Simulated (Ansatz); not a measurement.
I need a series of slab calculations of ZnCu, space group Cmmm. Use Ansatz 0.2.0 through its Python package. Settings (first run): PBEsol, PAW, cutoff 327 eV, 7×4×1 k-points, Fermi-Dirac smearing of 0.05 eV.

```xyz
2
Lattice="1.4880 -2.1213 0.0000 1.4880 2.1213 0.0000 0.0000 0.0000 4.1407" Properties=species:S:1:pos:R:3 pbc="T T T"
Zn    1.4880    0.0000    2.0704
Cu    0.0000    0.0000    0.0000
```

`layers_zncu.py`:
```python
'''Surface of ZnCu against the number of layers.'''

import ansatz as az
from ase import Atoms
from ase.build import surface
import numpy as np
import pandas as pd


def main() -> None:
    atoms = Atoms(
        ['Zn', 'Cu'],
        scaled_positions=[
            (0.5, 0.5, 0.5),
            (0.0, 0.0, 0.0),
        ],
        cell=[
            (1.488039, -2.121279, 0.0),
            (1.488039, 2.121279, 0.0),
            (0.0, 0.0, 4.140746),
        ],
        pbc=True,
    )
    # the plane is named in the basis of this cell
    rows = []
    for value in [2, 3, 4, 5]:
        slab = surface(atoms, (1, 0, 0), value, vacuum=6.0)
        slab.pbc = True
        model = az.Crystal.from_ase(slab).calculation()
        model = model.mixing('anderson')
        model = model.occupations('fermi_dirac', width=0.05).functional('PBEsol')
        model = model.basis(24 * az.Ry)
        model = model.scf(lower_state_search='standard')
        model = model.kpoints(7, 4, 1).electric_field(axis=3, dipole_correction=True)
        summary = model.run().report
        face = summary['work_function']
        rows.append((value, len(slab), summary['free_energy_ev'], face['dipole_moment_e_ang'], face.get('phi_plus_ev'), face.get('phi_minus_ev')))

    print(pd.DataFrame(rows, columns=['layers', 'atoms', 'F (eV)', 'dipole (e A)', 'phi upper (eV)', 'phi lower (eV)']).round(4).to_string(index=False))
    # the slope is the bulk energy, the intercept twice the surface energy
    slope, intercept = np.polyfit([row[1] for row in rows[1:]], [row[2] for row in rows[1:]], 1)
    area = np.linalg.norm(np.cross(slab.cell[0], slab.cell[1]))
    print(f'bulk {slope:.4f} eV/atom, mean surface energy {intercept / (2 * area) * 16.02177:.3f} J/m^2')


if __name__ == '__main__':
    main()
```

```console
$ python layers_zncu.py
DeckWarning: basis.ecutwfc = 326.536634951856 eV is below the records' recommended 420 eV, and the density's cutoff is lower with it unless basis.ecutrho_ratio is high enough to keep the records' density cutoff: compare with a run at a higher cutoff
RunWarning: efield: at this solve's end the planar-averaged density reaches 5.41e-5 e/Å³ inside the ramp window [0.8861, 0.1139] (bound 1e-5 e/Å³), and -4.49e-5 e/Å³ on another of its planes; by the [...]
 layers  atoms      F (eV)  dipole (e A)  phi upper (eV)  phi lower (eV)
      2      4 -19737.1093        0.0184          4.5203          4.8305
      3      6 -29606.7474        0.0096          4.3311          4.4925
      4      8 -39476.4017        0.0071          4.2320          4.3528
      5     10 -49346.0508        0.0042          4.2663          4.3368
bulk -4934.8259 eV/atom, mean surface energy 1.648 J/m^2
```
(Warnings from the package without file and line, shortened, repeats left out.)

Notes:
- The settings weren't tested for convergence.
- The cutoff lies under the one recommended for these potentials.
- The run is spin-unpolarised.
- The density doesn't vanish in the vacuum (a short gap or a low cutoff), which blurs the vacuum level.
- For a metal this k-point mesh is coarse: on a finer one energies can move by several to tens of meV an atom and pressures by half a GPa or more, differences at one mesh by less.
- The structure comes from a database of computed cells and needn't be a stable or known phase.
- The slabs are thin, unrelaxed cuts of the structure as given, on a modest mesh, so the surface energy isn't converged; Miller indices refer to the cell as typed, and unlike faces give only a mean.
- Run time: 110 s on 1 thread of Arm Neoverse N1 (shared host), peak memory 0.6 GiB.
